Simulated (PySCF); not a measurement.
# BeS+: bond curves at several levels of theory

One table from this session's results is given with a row withheld; the runs are named, their logs left out.

Method: Be aug-pcseg-1, S aug-pcseg-1, no relativity; program: PySCF 2.14.0.

The first run:

The job is set up so:

```yaml
atoms: Be, S
charge: 1
basis: Be aug-pcseg-1, S aug-pcseg-1
Hamiltonian: no relativity
basis_functions: 40
electrons_treated: 19
masses_in_u: 9.0122, 31.9721
levels: PBE0, PBE, r²SCAN, B3LYP, B97-3, M06-2X, ωB97X, HF, MP2, SCS-MP2, CCSD, CCSD(T)
grid: 80 radial by 434 angular points
occupations: held fixed by the projection of orbital angular momentum
dissociation_limit: Be+ + S, each in its ground configuration
starting_distance_in_angstrom: 2.045
values_of_2S_to_try: 1, 3
```

Launch:

```bash
$ OMP_NUM_THREADS=1 python dia.py task.json out
```

Among the steps run: Input; PBE0 along the bond; Other states along the same grid; PBE; r²SCAN (meta-GGA); B3LYP; B97-3; M06-2X; ωB97X (range-separated hybrid); UHF (mean field); MP2 and coupled cluster.

One of the session's tables, all rows but one given; the rest of the session is left out.

It belongs to the step «The curves together». Energy (eV) from each level's lowest point:

| R (Å) | UHF | UHF-MP2 | UHF-SCS-MP2 | UHF-CCSD | UHF-CCSD(T) |
| --- | --- | --- | --- | --- | --- |
| 1.593 | 0.976 | 1.054 | 1.055 | n/a | n/a |
| 1.667 | 0.440 | 0.493 | 0.495 | 0.502 | 0.520 |
| 1.741 | 0.140 | 0.171 | 0.173 | 0.178 | 0.189 |
| 1.796 | 0.032 | 0.047 | 0.048 | 0.051 | 0.056 |
| 1.852 | 0.000 | 0.000 | 0.000 | 0.000 | 0.000 |
| 1.908 | 0.028 | 0.014 | 0.012 | 0.008 | 0.003 |
| 1.982 | ? | ? | ? | ? | ? |
| 2.074 | 0.342 | 0.294 | 0.283 | 0.261 | 0.242 |
| 2.185 | 0.647 | 0.620 | 0.603 | 0.530 | 0.506 |
| 2.333 | 0.976 | 1.269 | 1.260 | n/a | n/a |

Q: Estimate the row for R (Å) = 1.982 from the others.

Worked estimate for «UHF». A straight line through the neighbours (1.908, 0.028) and (2.074, 0.342) gives 0.028 + (0.342 − 0.028) × (1.982 − 1.908) / (2.074 − 1.908) = 0.168; a parabola fitted to 4 rows on both sides gives 0.145.

As computed: UHF: 0.134; UHF-MP2: 0.103; UHF-SCS-MP2: 0.098; UHF-CCSD: 0.088; UHF-CCSD(T): 0.075. In «UHF» the line misses by +0.034 and the parabola by +0.011.
